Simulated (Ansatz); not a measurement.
**CHClGeNO radical: a ladder of functionals and wavefunction methods**

How much do the methods differ for CHClGeNO radical? The plan is to run it at one geometry with functionals of several rungs and with coupled cluster. The yardstick is the atomisation energy at the CCSD(T) limit.

Program: Ansatz 0.2.0, Gaussian basis. Level of theory: functionals in def2-TZVPP, the program's frozen cores in correlated methods. These are calculated values, not measurements.

Plan: LDA (SPW92), PBE-D4, revPBE-D4, BLYP-D4, r2SCAN-D4, B97M-V, PBE0-D4, B3LYP-D4, r2SCANh-D4, r2SCAN0-D4, HSE06-D4, BHLYP-D4, CAM-B3LYP-D4, LC-ωPBE, ωB97X-V, ωB97M-V, B2PLYP, PBE-QIDH; CCSD(T)/def2-SVP; CCSD(T)/def2-TZVPP; MP2/def2-QZVPP; extrapolation to the limit; RPA on PBE.

## (1) The relaxed structure

All runs share one geometry, relaxed beforehand with PBE0-D4 in a triple-zeta def2 set.

SMILES `O=C=[N][GeH][Cl]`, 6 atoms, charge 0, spin multiplicity 2.

Atoms are counted from 1 here; the program's logs count them from 0.

Bond lengths: O1–C2 1.162 Å, C2–N3 1.206 Å, N3–Ge4 1.830 Å, Ge4–Cl5 2.157 Å, Ge4–H6 1.549 Å. Angles: O1–C2–N3 176.3°, C2–N3–Ge4 138.6°, N3–Ge4–Cl5 107.6°, N3–Ge4–H6 105.4°, Cl5–Ge4–H6 108.2°.

## (2) LDA

This LDA is Slater exchange with PW92 correlation.

Contents of in.yaml:

```yaml
crystal:
  periodic: [false, false, false]
  atoms:
    - {symbol: O, position_ang: [0.024123, -1.617134, -2.245077]}
    - {symbol: C, position_ang: [-0.242854, -1.020038, -1.284666]}
    - {symbol: N, position_ang: [-0.575178, -0.454349, -0.273027]}
    - {symbol: Ge, position_ang: [-0.153278, 1.067338, 0.651122]}
    - {symbol: Cl, position_ang: [1.946869, 0.976194, 1.132783]}
    - {symbol: H, position_ang: [-0.957683, 0.983889, 1.972665]}
basis:
  gaussian: {orbitals: def2-TZVPP}
magnetization: {spin_polarized: true, initial_magnetization: 1}
hamiltonian: {xc: lda}
output: {orbitals: {seedname: orbitals}}
```

After this run come: PBE-D4 (GGA); revPBE-D4 (GGA); BLYP-D4 (GGA); r2SCAN-D4 (meta-GGA); B97M-V (meta-GGA); PBE0-D4 (hybrid); B3LYP-D4 (hybrid); r2SCANh-D4 (hybrid); r2SCAN0-D4 (hybrid); HSE06-D4 (hybrid); BHLYP-D4 (hybrid); CAM-B3LYP-D4 (range-separated); LC-ωPBE-D4 (range-separated); ωB97X-V (range-separated); ωB97M-V (range-separated); B2PLYP (double hybrid); PBE-QIDH (double hybrid); CCSD(T) in def2-SVP; CCSD(T) in def2-TZVPP; MP2 in def2-QZVPP; RPA on PBE orbitals.

**Question.** What will the summary of the whole plan be? Wanted: atomisation energy, CCSD(T)/CBS; farthest beyond LDA; mean size of error, GGA; mean size of error, meta-GGA; mean size of error, hybrid; mean size of error, range-separated; mean size of error, double hybrid; gap, smallest and largest; T1 diagnostic.

The runs gave:

| quantity | value |
| --- | --- |
| atomisation energy, CCSD(T)/CBS | 23.751 eV |
| functionals within 0.238 eV (1.0 %) | r2SCANh-D4, LC-ωPBE, B2PLYP, PBE-QIDH |
| farthest beyond LDA | PBE-D4 (+1.691 eV) |
| mean size of error, GGA | 1.078 eV |
| mean size of error, meta-GGA | 0.620 eV |
| mean size of error, hybrid | 0.518 eV |
| mean size of error, range-separated | 0.277 eV |
| mean size of error, double hybrid | 0.058 eV |
| gap, smallest and largest | 0.82 eV (LDA (SPW92)), 8.07 eV (LC-ωPBE) |
| T1 diagnostic | 0.0158 |
| triples share of the correlation energy | 4.6 % |

In words: LDA overbinds by 5.256 eV (22 %). PBE-D4 misses by +1.691 eV. Double hybrids carry the basis error of their MP2 part in triple zeta, and no dispersion term here, so their miss is partly the set-up's. By mean error the best rung here is double hybrid (0.058 eV) and the worst beyond LDA is GGA (1.078 eV). The reference freezes the cores and leaves out relativity and excitations past (T), and its outer-core shells are covered unevenly, so misses under about 0.238 eV can't be ranked. Hartree-Fock recovers 64 % of the binding; the rest is correlation. CCSD(T) in def2-SVP is off by -1.695 eV, so the small basis spoils what the method gains. The gap grows from 0.8 to 8.1 eV across the functionals, mostly with the share of exact exchange. Correlated methods include outer-core shells of Ge, which these sets cover unevenly.
